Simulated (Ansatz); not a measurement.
# SiSn5: the cost of one run

Program: Ansatz 0.2.0. Level of theory: DFT PBE, scalar-relativistic, plane waves, PAW, unless a step names another level. These are calculated values, not measurements.

**1. The starting structure**

It takes space group P-3m1 (No. 164, trigonal). Conventional cell: a = 4.568 Å, b = 4.568 Å, c = 22.503 Å, α = 90.00°, β = 90.00°, γ = 120.00°. Si (site symmetry 3m) has 1 Sn at 2.64 Å and 3 Si at 2.70 Å as nearest neighbours. Around Sn (site symmetry 3m) lie 1 Si at 2.64 Å and 3 Sn at 2.83 Å. Around Sn (site symmetry 3m) lie 4 Sn at 2.83 to 2.86 Å. Sn (site symmetry 3m) has 4 Sn at 2.84 to 2.86 Å as nearest neighbours. Sn (site symmetry 3m) has 4 Sn at 2.84 to 2.87 Å as nearest neighbours.

Structure file:

```
Si Sn
1.0
     4.56838    0.00000    0.00000
    -2.28419    3.95634    0.00000
     0.00000    0.00000   22.50313
Si Sn
2 10
Direct
  0.33333 0.66667 0.01278
  0.66667 0.33333 0.98722
  0.33333 0.66667 0.12988
  0.66667 0.33333 0.87012
  0.00000 0.00000 0.82402
  0.00000 0.00000 0.69678
  0.00000 0.00000 0.17598
  0.00000 0.00000 0.30322
  0.66667 0.33333 0.34947
  0.66667 0.33333 0.47686
  0.33333 0.66667 0.65053
  0.33333 0.66667 0.52314
```

It came out lowest among 14 distinct ends of the trial cells. At a tolerance of 0.05 Å it has space group P-3m1 (No. 164).

**2. Kick test: the unmoved cell on a coarse mesh**

input.yaml

```yaml
crystal:
  lattice:
    - [4.5683827312, 0.0, 0.0]
    - [-2.2841913656, 3.9563354995, 0.0]
    - [0.0, 0.0, 22.5031303822]
  atoms:
    - { symbol: Si, position: [0.3333333333, 0.6666666667, 0.012782357] }
    - { symbol: Si, position: [0.6666666667, 0.3333333333, 0.987217643] }
    - { symbol: Sn, position: [0.3333333333, 0.6666666667, 0.129880926] }
    - { symbol: Sn, position: [0.6666666667, 0.3333333333, 0.870119074] }
    - { symbol: Sn, position: [1.0, 0.0, 0.8240150453] }
    - { symbol: Sn, position: [1.0, 1.0, 0.6967843704] }
    - { symbol: Sn, position: [0.0, 0.0, 0.1759849547] }
    - { symbol: Sn, position: [0.0, 0.0, 0.3032156296] }
    - { symbol: Sn, position: [0.6666666667, 0.3333333333, 0.3494658947] }
    - { symbol: Sn, position: [0.6666666667, 0.3333333333, 0.4768600457] }
    - { symbol: Sn, position: [0.3333333333, 0.6666666667, 0.6505341053] }
    - { symbol: Sn, position: [0.3333333333, 0.6666666667, 0.5231399543] }
basis:
  ecutwfc: 420
kpoints:
  mp_grid: { grid: [6, 6, 1] }
hamiltonian:
  xc: pbe
scf:
  occupations: { method: gaussian, width: 0.2 }
  lower_state_search: "off"
output:
  forces: true
  stress: true
  eigenvalues: true
```

Launch:

```sh
$ ansatz run input.yaml --threads 1 --pin off --max-ram 2560MiB --backend cpu --events-out ev --progress --plain --runs-dir out
```

Q: Estimate wall time and peak memory on 1 thread of Arm Neoverse N1, shared host.

About 29 s, with a peak of 0.67 GiB.
